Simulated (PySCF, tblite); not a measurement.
**Si₃NH₈ radical, a small gas-phase stand-in for a defect centre (Si site with back bonds [SiH3], N[SiH3], [H]): EPR parameters**

Aim: the EPR parameters of `[SiH3]N[SiH][SiH3]`. It is drawn as: dangling bond.

Programs: tblite 0.8.0 and PySCF 2.14.0. All values are calculated, for the isolated system unless a continuum is named. Atoms count from 0, parts from 1.

## (1) The system as given

12 atoms, charge 0, multiplicity 2; geometry: distance geometry start.

## (2) Relaxing the cluster with GFN2-xTB

What the job is given:

```
{"job": {"kind": "relax", "xc": "GFN2-xTB", "basis": "xTB"}, "charge": 0, "multiplicity": 2}
Si     0.478806    -1.149468    -0.238768
Si     2.066875     0.533766    -0.029334
N     -1.097013    -0.658431    -0.666949
Si    -1.948958     0.014558     0.624645
H      0.915142    -2.057849    -1.331431
H      2.085773     1.386735    -1.246694
H      3.413999    -0.021499     0.232030
H      1.686182     1.410406     1.131966
H     -1.074113     0.003352    -1.458106
H     -1.255090     1.240669     1.030234
H     -1.955922    -0.952282     1.761177
H     -3.303326     0.310255     0.188881
```

Level: GFN2-xTB geometry optimisation, gas phase.

On the command line:

```sh
$ OMP_NUM_THREADS=1 python cluster_run.py task.json out
```

This one command runs all jobs of the session in turn.

What it wrote:

```text
step      E/eV     max force
  0    -330.75190    2.113
  1    -330.86568    0.755
  2    -330.89749    0.578
  3    -330.92696    0.583
  4    -330.95346    0.624
  5    -330.98442    0.678
  6    -331.01308    0.508
  7    -331.03860    0.333
  8    -331.05656    0.287
  9    -331.06973    0.224
 10    -331.07773    0.230
 11    -331.08680    0.286
 12    -331.09848    0.301
 13    -331.10795    0.324
 14    -331.11480    0.202
 15    -331.11897    0.246
 16    -331.12278    0.183
 17    -331.12673    0.169
 18    -331.13152    0.196
 19    -331.13644    0.172
 20    -331.14038    0.163
 21    -331.14322    0.165
 22    -331.14567    0.135
 23    -331.14802    0.105
 24    -331.14986    0.150
 25    -331.15096    0.231
 26    -331.15248    0.119
 27    -331.15437    0.085
 28    -331.15647    0.137
 29    -331.16018    0.172
 30    -331.16384    0.143
 31    -331.16634    0.144
 32    -331.16826    0.110
 33    -331.16977    0.099
 34    -331.17126    0.090
 35    -331.17247    0.069
 36    -331.17348    0.177
 37    -331.17456    0.126
 38    -331.17628    0.133
 39    -331.17842    0.092
 40    -331.17969    0.060
 41    -331.18042    0.070
 42    -331.18097    0.087
 43    -331.18173    0.095
 44    -331.18279    0.091
 45    -331.18409    0.092
 46    -331.18516    0.076
 47    -331.18578    0.054
 48    -331.18608    0.051
 49    -331.18629    0.045
 50    -331.18654    0.062
 51    -331.18700    0.054
 52    -331.18809    0.091
 53    -331.18913    0.050
 54    -331.18951    0.043
 55    -331.18983    0.043
 56    -331.19025    0.066
 57    -331.19086    0.120
 58    -331.19173    0.094
 59    -331.19247    0.162
 60    -331.19308    0.076
 61    -331.19349    0.076
 62    -331.19397    0.079
 63    -331.19456    0.088
 64    -331.19604    0.096
 65    -331.19856    0.152
 66    -331.20016    0.242
 67    -331.20043    0.567
 68    -331.20460    0.129
 69    -331.20532    0.070
 70    -331.20629    0.072
 71    -331.20676    0.059
 72    -331.20723    0.044
 73    -331.20761    0.040
 74    -331.20813    0.052
 75    -331.20868    0.062
 76    -331.20913    0.056
 77    -331.20934    0.039
 78    -331.20945    0.033
 79    -331.20957    0.041
 80    -331.20976    0.042
 81    -331.21001    0.044
 82    -331.21026    0.034
 83    -331.21040    0.030
 84    -331.21049    0.023
 85    -331.21059    0.028
 86    -331.21070    0.031
 87    -331.21081    0.025
 88    -331.21089    0.026
 89    -331.21100    0.040
 90    -331.21118    0.059
 91    -331.21148    0.068
 92    -331.21188    0.058
 93    -331.21226    0.058
 94    -331.21253    0.037
 95    -331.21273    0.042
 96    -331.21292    0.047
 97    -331.21317    0.054
 98    -331.21351    0.064
 99    -331.21394    0.062
100    -331.21447    0.069
101    -331.21509    0.087
102    -331.21555    0.102
103    -331.21615    0.069
104    -331.21661    0.045
105    -331.21711    0.047
106    -331.21741    0.051
107    -331.21778    0.048
108    -331.21803    0.038
109    -331.21826    0.033
110    -331.21848    0.031
111    -331.21866    0.044
112    -331.21883    0.031
113    -331.21894    0.021
114    -331.21898    0.018
115    -331.21902    0.014
116    -331.21906    0.022
117    -331.21911    0.030
118    -331.21918    0.026
119    -331.21924    0.023
120    -331.21929    0.015
121    -331.21932    0.014
122    -331.21935    0.017
123    -331.21938    0.021
124    -331.21944    0.021
125    -331.21948    0.016
126    -331.21951    0.011
127    -331.21953    0.009
128    -331.21955    0.008
```

It took 3.5 s on 1 thread of Arm Neoverse V1, shared host.

Along the way:

```tsv
step	energy from step 0 (eV)	largest force (eV/Å)
0	0.0000	2.1133
5	-0.2325	0.6779
10	-0.3258	0.2299
15	-0.3671	0.2461
20	-0.3885	0.1626
25	-0.3991	0.2304
30	-0.4119	0.1435
35	-0.4206	0.0686
40	-0.4278	0.0596
45	-0.4322	0.0918
50	-0.4346	0.0616
55	-0.4379	0.0428
60	-0.4412	0.0761
65	-0.4467	0.1522
70	-0.4544	0.0721
75	-0.4568	0.0624
80	-0.4579	0.0426
85	-0.4587	0.0288
90	-0.4593	0.0591
95	-0.4608	0.0428
100	-0.4626	0.0694
105	-0.4652	0.0467
110	-0.4666	0.0314
115	-0.4671	0.0137
120	-0.4674	0.0144
125	-0.4676	0.0156
128	-0.4677	0.0080
```

Distances of close pairs at the start and the end, largest changes first:

```tsv
bond	before (Å)	after (Å)	change (Å)
Si0–Si1	2.324	2.279	-0.045
Si0–N2	1.705	1.748	+0.043
N2–Si3	1.687	1.729	+0.042
Si1–H7	1.504	1.469	-0.035
Si3–H10	1.492	1.468	-0.025
N2–H8	1.032	1.007	-0.024
Si1–H5	1.487	1.472	-0.014
Si1–H6	1.480	1.469	-0.011
```

## (3) Optimising the geometry at PBE0-D3(BJ)/def2-SVP

What the job is given:

```
{"job": {"xc": "PBE0", "basis": "def2-SVP", "d3": "d3bj", "grid": 2, "kind": "geom", "shake": 0.01}, "charge": 0, "multiplicity": 2}
Si     0.723630    -1.218657    -0.497533
Si     2.030674     0.559732     0.068264
N     -1.014018    -0.777190    -0.520268
Si    -1.855570     0.241037     0.562904
H      0.822665    -1.850347    -1.834651
H      1.945788     1.895624    -0.564842
H      3.424371     0.114693    -0.168932
H      1.915089     0.822970     1.506087
H     -1.568335    -1.356577    -1.076994
H     -1.129545     1.476224     0.720694
H     -2.075921    -0.398053     1.886849
H     -3.180335     0.462960    -0.064578
```

What it wrote:

```text
step   0  E = -927.27032626  max force = 0.051631
step   1  E = -927.27957203  max force = 0.007241
step   2  E = -927.28010681  max force = 0.002414
step   3  E = -927.28019270  max force = 0.001129
step   4  E = -927.28021194  max force = 0.000319
step   5  E = -927.28024190  max force = 0.000693
step   6  E = -927.28026554  max force = 0.000954
step   7  E = -927.28029948  max force = 0.000786
step   8  E = -927.28033277  max force = 0.000461
step   9  E = -927.28036108  max force = 0.000319
step  10  E = -927.28037758  max force = 0.000422
step  11  E = -927.28038812  max force = 0.000278
optimisation converged
```

It took 2.1 min on 1 thread of Arm Neoverse V1, shared host; peak memory 0.55 GiB.

Along the way:

```tsv
step	energy from step 0 (eV)	largest force component (eV/Å)
0	0.0000	2.6550
1	-0.2516	0.3723
2	-0.2661	0.1241
3	-0.2685	0.0581
4	-0.2690	0.0164
5	-0.2698	0.0356
6	-0.2705	0.0491
7	-0.2714	0.0404
8	-0.2723	0.0237
9	-0.2731	0.0164
10	-0.2735	0.0217
11	-0.2738	0.0143
```

Close pairs (by a distance rule), those that changed most:

```tsv
bond	before (Å)	after (Å)	change (Å)
Si0–Si1	2.278	2.343	+0.064
Si3–H9	1.441	1.493	+0.052
Si0–N2	1.793	1.750	-0.043
N2–H8	0.976	1.018	+0.042
N2–Si3	1.708	1.746	+0.037
Si1–H7	1.466	1.495	+0.029
Si0–H4	1.482	1.503	+0.021
Si1–H5	1.481	1.499	+0.018
```

The end geometry stands in the next job.

```tsv
at the end point	value
point group (found at 0.08 Å tolerance)	C1
rotational constants (GHz, main isotopes)	5.063, 1.746, 1.355
dipole moment (D)	1.33
⟨S²⟩	0.753
```

## (4) g tensor and hyperfine couplings: B3LYP/IGLO-III+pcH-1

What the job is given:

```
{"job": {"kind": "epr"}, "charge": 0, "multiplicity": 2}
Si     0.706622    -1.253199    -0.522428
Si     2.020749     0.598348     0.054930
N     -1.005443    -0.896557    -0.459698
Si    -1.855923     0.206445     0.592699
H      1.017747    -1.741162    -1.909518
H      1.684713     1.846801    -0.703201
H      3.436583     0.216622    -0.244428
H      1.909814     0.890413     1.516856
H     -1.590220    -1.536940    -0.992962
H     -0.890227     1.277688     0.978867
H     -2.374855    -0.434639     1.841830
H     -3.018801     0.798615    -0.135004
```

With the program's defaults for keys left out, this is: UKS B3LYP, IGLO-III on N Si, pcH-1 on H, non-relativistic, mean-field spin-orbit, GIAO.

What it wrote:

```text
UKS, coarse grid
  cycle   1  E = -928.10071379  |g| = 3.60e-01
  cycle   2  E = -927.99507395  |g| = 5.88e-01
  cycle   3  E = -928.14581404  |g| = 8.12e-02
  cycle   4  E = -928.14897021  |g| = 1.24e-02
  cycle   5  E = -928.14904621  |g| = 3.65e-03
  cycle   6  E = -928.14905318  |g| = 1.06e-03
  cycle   7  E = -928.14905484  |g| = 3.07e-04
UKS, final grid
  cycle   1  E = -928.14905453  |g| = 3.30e-04
  cycle   2  E = -928.14905447  |g| = 4.98e-04
  cycle   3  E = -928.14905458  |g| = 7.88e-05
  cycle   4  E = -928.14905459  |g| = 1.80e-05
E = -928.14905459 Eh   <S^2> = 0.7527 (exact 0.7500)
g shifts (ppm)      1          2          3
  rmc          -144       -144       -144
  gc             26         35         53
  oz_so        -260        196       2266
  total        -378         87       2174
hyperfine (MHz)  atom isotope    a_iso     a_fc   dipolar eigenvalues
    0  29Si    -475.95    -477.06   -137.13     68.30     68.83
    1  29Si     -74.60     -74.72    -16.08      6.36      9.71
    2   14N       8.35       8.33     -6.95     -6.52     13.47
    3  29Si       4.57       4.57     -0.99      0.36      0.63
    4    1H      67.05      67.03     -8.07      0.89      7.18
    5    1H      62.29      62.28     -2.39     -0.25      2.65
    6    1H      -3.68      -3.68     -2.59     -1.21      3.80
    7    1H      -4.64      -4.64     -2.43     -1.19      3.62
    8    1H      -9.04      -9.07     -8.03     -2.97     11.00
    9    1H      -0.32      -0.32     -1.57     -1.07      2.64
   10    1H       4.18       4.18     -1.26     -1.06      2.33
   11    1H       9.09       9.09     -1.14     -0.99      2.13
```

It took 61 s on 1 thread of Arm Neoverse V1, shared host; peak memory 0.89 GiB.

Principal g values 2.00194, 2.00241, 2.00449; g(iso) = 2.00295, against 2.00232 for a free electron.

Hyperfine couplings, nucleus by nucleus at this fixed geometry (no averaging over rotations):

```tsv
nuclei	isotope	a(iso) (MHz)	a(iso) (G, at g = 2.0023)	largest dipolar term (MHz)
Si0	29Si	-476.0	-169.8	-137.1
Si1	29Si	-74.6	-26.6	-16.1
H4	1H	67.0	23.9	-8.1
H5	1H	62.3	22.2	2.6
H11	1H	9.1	3.2	2.1
H8	1H	-9.0	-3.2	11.0
N2	14N	8.3	3.0	13.5
H7	1H	-4.6	-1.7	3.6
Si3	29Si	4.6	1.6	-1.0
H10	1H	4.2	1.5	2.3
H6	1H	-3.7	-1.3	3.8
H9	1H	-0.3	-0.1	2.6
```

Mulliken spin populations:

```tsv
atom	value (e)
Si0	0.80
Si1	0.05
N2	0.09
Si3	0.00
H4	0.03
H5	0.03
H6	0.00
H7	0.00
H8	-0.01
H9	0.00
H10	0.00
H11	0.00
```

In first order the couplings over 0.8 MHz of 1H, 14N give 384 distinct lines over 63.0 G.

The fields below are evaluated on a grid from the run's orbitals.

ELF in a plane through or near 7 of the atoms.

Ten even steps from '0' (0.00) to '9' (1.00):
```
0000000000000000000000000000
0000000000000000000000000000
0000000000000000000000000000
0000000000000000000000000000
0000000011100017740000000000
0000000135520089982000000000
0000000257740199994100000000
0000122245640099981121000000
0005999337122037547142000000
0018999747176102236143100000
0018999921797236862121000000
0005999647960286275100000000
0000353002412077598300000000
0000000004896423799810000000
0000000028999810599810000000
0000000059999910023100000000
0000000028999710000000000000
0000000000243100000000000000
0000000000000000000000000000
0000000000000000000000000000
```
The map spans 12.1 Å across and 10.3 Å up, centred on the molecule. Atoms in the plane (x, y in Å): Si1 (-2.0, 0.5), N2 (1.0, -1.0), Si3 (1.9, 0.5), H4 (-1.0, -2.6), H6 (-3.4, 0.0), H8 (1.6, -1.8), H9 (0.9, 1.6).

On the surface of density 0.002 e/bohr³ the electrostatic potential runs, from the 1st to the 99th percentile, from -0.27 V near N2 to 1.89 V near H8.

The spin density lies nearest to Si0 62 %; N2 12 %; H4 10 %; Si1 7 %.

## (5) EPR parameters: BHandHLYP/IGLO-III+pcH-1

Settings changed since step 4:

```diff
@@ -1,2 +1,2 @@
-{"job": {"kind": "epr"}, "charge": 0, "multiplicity": 2}
+{"job": {"kind": "epr", "xc": "BHandHLYP"}, "charge": 0, "multiplicity": 2}
 Si     0.706622    -1.253199    -0.522428
```

Level: UKS BHandHLYP, IGLO-III on N Si, pcH-1 on H, non-relativistic, mean-field spin-orbit, GIAO.

What it wrote:

```text
UKS, coarse grid
  cycle   1  E = -928.00093388  |g| = 2.81e-01
  cycle   2  E = -928.00647160  |g| = 2.80e-01
  cycle   3  E = -928.03804924  |g| = 5.10e-02
  cycle   4  E = -928.03943553  |g| = 1.08e-02
  cycle   5  E = -928.03953264  |g| = 2.29e-03
  cycle   6  E = -928.03954435  |g| = 9.66e-04
  cycle   7  E = -928.03954638  |g| = 3.21e-04
UKS, final grid
  cycle   1  E = -928.03954529  |g| = 1.88e-04
  cycle   2  E = -928.03954536  |g| = 1.17e-04
  cycle   3  E = -928.03954537  |g| = 6.09e-05
  cycle   4  E = -928.03954538  |g| = 4.05e-05
  cycle   5  E = -928.03954538  |g| = 4.68e-06
E = -928.03954538 Eh   <S^2> = 0.7545 (exact 0.7500)
g shifts (ppm)      1          2          3
  rmc          -146       -146       -146
  gc             27         34         53
  oz_so        -267        128       2103
  total        -386         16       2011
hyperfine (MHz)  atom isotope    a_iso     a_fc   dipolar eigenvalues
    0  29Si    -510.06    -511.17   -143.23     71.17     72.05
    1  29Si     -75.91     -76.03    -16.52      6.00     10.52
    2   14N      11.47      11.46     -6.62     -6.11     12.74
    3  29Si       5.53       5.53     -0.90      0.28      0.63
    4    1H      68.26      68.25     -8.14      1.00      7.15
    5    1H      61.14      61.14     -2.28     -0.26      2.54
    6    1H      -3.92      -3.92     -2.57     -1.25      3.83
    7    1H      -6.02      -6.02     -2.45     -1.22      3.67
    8    1H     -10.52     -10.55     -7.91     -3.14     11.04
    9    1H      -0.41      -0.41     -1.53     -1.11      2.65
   10    1H       2.04       2.04     -1.25     -1.06      2.31
   11    1H       7.43       7.43     -1.08     -0.96      2.04
```

Run time: 62 s. Hardware: 1 thread of Arm Neoverse V1, shared host; peak memory 0.89 GiB.

In short: g(iso) 2.00287.

## (6) Run by run: EPR parameters

g, ⟨S²⟩ and isotropic hyperfine couplings (MHz), with basis size and wall time:

```tsv
run	g(iso)	⟨S²⟩	29Si Si0	29Si Si1	1H H4	1H H5	1H H11	functions	time
B3LYP/IGLO-III+pcH-1	2.00295	0.753	-476.0	-74.6	67.0	62.3	9.1	247	61 s
BHandHLYP/IGLO-III+pcH-1	2.00287	0.754	-510.1	-75.9	68.3	61.1	7.4	247	62 s
```

## (7) What came out

```
                                                                  quantity                    value
                                                               point group                       C1
                                      rotational constants (main isotopes)     5.06, 1.75, 1.36 GHz
                                                            g(iso) (B3LYP)                  2.00295
                                                                      ⟨S²⟩       0.753 (exact 0.75)
                                                            largest a(iso)  29Si on Si0, -476.0 MHz
potential on the surface of density 0.002 e/bohr³, 1st and 99th percentile       -0.27 V and 1.89 V
```

What this shows: The start of the PBE0/def2-SVP relaxation was shaken at random by about 0.01 Å, so part of the energy gained, and of the first lengths quoted, undoes that. Over 11 steps the energy fell by 0.274 eV; of the close pairs, Si0–Si1 changed most, 2.278 to 2.343 Å (PBE0/def2-SVP). Most of the unpaired spin sits on Si0 (0.80 e). The isotropic g lies 0.6 ppt above the free-electron value. The coupling of 29Si on Si0 runs from -510.1 (BHandHLYP/IGLO-III+pcH-1) to -476.0 MHz (B3LYP/IGLO-III+pcH-1). A capped cluster stands for the solid here, so long-range fields and strain are missing, and bands or shifts of the capping hydrogens have no counterpart in it.
